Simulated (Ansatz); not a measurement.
# CH5FGeO (SMILES [CH3][GeH]([OH])[F]): HF/cc-pVDZ

What is the energy change on altering one bond length of CH5FGeO at HF/cc-pVDZ? 

The results are computed with Ansatz 0.2.0.

129 further runs of the same task are left out: 3 that didn't finish, 126 set aside as unsound or not needed. Runs told in other sessions of the task aren't counted.

### Step 1. The molecule

The species is CH5FGeO (9 atoms), meant as a singlet with charge 0. As SMILES, `[CH3][GeH]([OH])[F]`. The shape is that of a PBE0-D4/def2-TZVP optimisation. This is one conformer, not always the lowest.

Bond lengths: C1–Ge2 1.923 Å, Ge2–O3 1.766 Å, Ge2–F4 1.745 Å, C1–H5 1.090 Å, C1–H6 1.091 Å, C1–H7 1.090 Å, Ge2–H8 1.538 Å, O3–H9 0.960 Å. Some angles: C1–Ge2–O3 107.0°, C1–Ge2–F4 108.4°, O3–Ge2–F4 106.8°, C1–Ge2–H8 118.4°, O3–Ge2–H8 111.2°, F4–Ge2–H8 104.4°, Ge2–C1–H5 108.9°, Ge2–C1–H6 110.1°, Ge2–C1–H7 110.2°, Ge2–O3–H9 113.6°.

### Step 2. A single-point energy at HF/cc-pVDZ

File input.yaml:

```yaml
crystal:
  periodic: [false, false, false]
  atoms:
    - {symbol: C, position_ang: [-0.669000, 0.976900, -0.584200]}
    - {symbol: Ge, position_ang: [0.088300, -0.643700, 0.121500]}
    - {symbol: O, position_ang: [1.270000, -0.170700, 1.345500]}
    - {symbol: F, position_ang: [0.974400, -1.438600, -1.153800]}
    - {symbol: H, position_ang: [0.138900, 1.624900, -0.924600]}
    - {symbol: H, position_ang: [-1.237900, 1.493500, 0.189700]}
    - {symbol: H, position_ang: [-1.327100, 0.751300, -1.423500]}
    - {symbol: H, position_ang: [-0.865500, -1.725100, 0.656800]}
    - {symbol: H, position_ang: [1.716500, -0.914700, 1.755500]}
basis:
  gaussian:
    orbitals: cc-pVDZ
hamiltonian:
  xc: hf
accuracy: high
output:
  orbitals: {seedname: orbitals}
```

On the command line:

```bash
$ ansatz run input.yaml --threads 1 --pin off --max-ram 3480MiB --events-out events.jsonl --progress --plain --runs-dir runs
```

Output:

```text
Warning: RAYON_NUM_THREADS=1 ignored (pool sized by the plan → 1); use --threads N
Functional definition: HF
  name "HF"
  exchange = exact_x
  correlation = 0
2150 factors; integrals over basis functions are off by at most 4.4e-9 eV
mean field evaluation 1: about -62323.7607 eV, gradient 4.3e1 eV
mean field evaluation 2: about -62323.8174 eV, gradient 4.3e1 eV
mean field evaluation 4: about -62327.4936 eV, gradient 2.9e0 eV
mean field evaluation 8: about -62327.5298 eV, gradient 2.1e-1 eV
mean field evaluation 16: about -62327.5300 eV, gradient 6.7e-9 eV
mean field -62327.52997618 eV, -2290.4944795073 hartree, gradient 6.7e-9 eV, S^2 0.000000; 0 other end points of the search recorded, 0 dependent functions left out
reference -62327.52997618 eV, -2290.4944795073 hartree; 30, 30 occupied and 64, 64 virtual orbitals, 2150 factors
Total energy: -62327.52997618 eV, -2290.4944795073 hartree
```

Run time: 7.5 s. Hardware: 1 thread of Arm Neoverse N1, shared host; peak memory 0.3 GiB.

### Step 3. The distorted shape at the same level

File run.yaml:

```yaml
crystal:
  periodic: [false, false, false]
  atoms:
    - {symbol: C, position_ang: [-1.377892, 1.612831, 0.436057]}
    - {symbol: Ge, position_ang: [-0.620592, -0.007769, 1.141757]}
    - {symbol: O, position_ang: [0.561108, 0.465231, 2.365757]}
    - {symbol: F, position_ang: [0.974400, -1.438600, -1.153800]}
    - {symbol: H, position_ang: [-0.569992, 2.260831, 0.095657]}
    - {symbol: H, position_ang: [-1.946792, 2.129431, 1.209957]}
    - {symbol: H, position_ang: [-2.035992, 1.387231, -0.403243]}
    - {symbol: H, position_ang: [-1.574392, -1.089169, 1.677057]}
    - {symbol: H, position_ang: [1.007608, -0.278769, 2.775757]}
basis:
  gaussian:
    orbitals: cc-pVDZ
magnetization:
  spin_polarized: false
  initial_magnetization: 0
output: {orbitals: {seedname: orbitals}}
hamiltonian:
  xc: hf
accuracy: high
```

On the command line:

```bash
$ ansatz run run.yaml --threads 1 --pin off --max-ram 3480MiB --events-out events.jsonl --progress --plain --runs-dir runs
```

Output:

```text
Warning: RAYON_NUM_THREADS=1 ignored (pool sized by the plan → 1); use --threads N
[... 4 set-up lines as earlier in the session ...]
2087 factors; integrals over basis functions are off by at most 8.4e-9 eV
mean field evaluation 1: about -62316.3669 eV, gradient 5.2e1 eV
mean field evaluation 2: about -62316.4105 eV, gradient 5.3e1 eV
mean field evaluation 4: about -62322.1150 eV, gradient 5.2e0 eV
mean field evaluation 8: about -62322.2320 eV, gradient 6.1e-1 eV
mean field evaluation 16: about -62322.2342 eV, gradient 1.5e-6 eV
mean field -62322.23420170 eV, -2290.2998633849 hartree, gradient 3.4e-8 eV, S^2 0.000000; 0 other end points of the search recorded, 0 dependent functions left out
reference -62322.23420170 eV, -2290.2998633849 hartree; 30, 30 occupied and 64, 64 virtual orbitals, 2087 factors
Total energy: -62322.23420170 eV, -2290.2998633849 hartree
```

Run time: 7.2 s. Hardware: 1 thread of Arm Neoverse N1, shared host; peak memory 0.29 GiB.

### Step 4. Results

Level: HF/cc-pVDZ.

| quantity | value |
| --- | --- |
| first shape: total energy | -2290.49448 Eh |
| first shape: HOMO energy | -12.40 eV |
| first shape: LUMO energy | 4.57 eV |
| first shape: HOMO–LUMO gap | 16.97 eV |
| distorted shape: total energy | -2290.29986 Eh |
| distorted shape: HOMO energy | -9.49 eV |
| distorted shape: LUMO energy | -0.48 eV |
| distorted shape: HOMO–LUMO gap | 9.01 eV |
| energy change with the Ge2–F4 bond stretched from 1.745 to 3.140 Å | 5.296 eV |

What this shows: One bond (distorted shape) is far stretched, which a spin-restricted single reference describes badly; a broken-symmetry solution may lie lower. With the Ge2–F4 bond stretched from 1.745 to 3.140 Å the energy rises by 5.30 eV (122 kcal/mol). The first shape isn't relaxed at this level, so the change isn't measured from a minimum. A restricted reference can't describe the breaking bond well at this length.
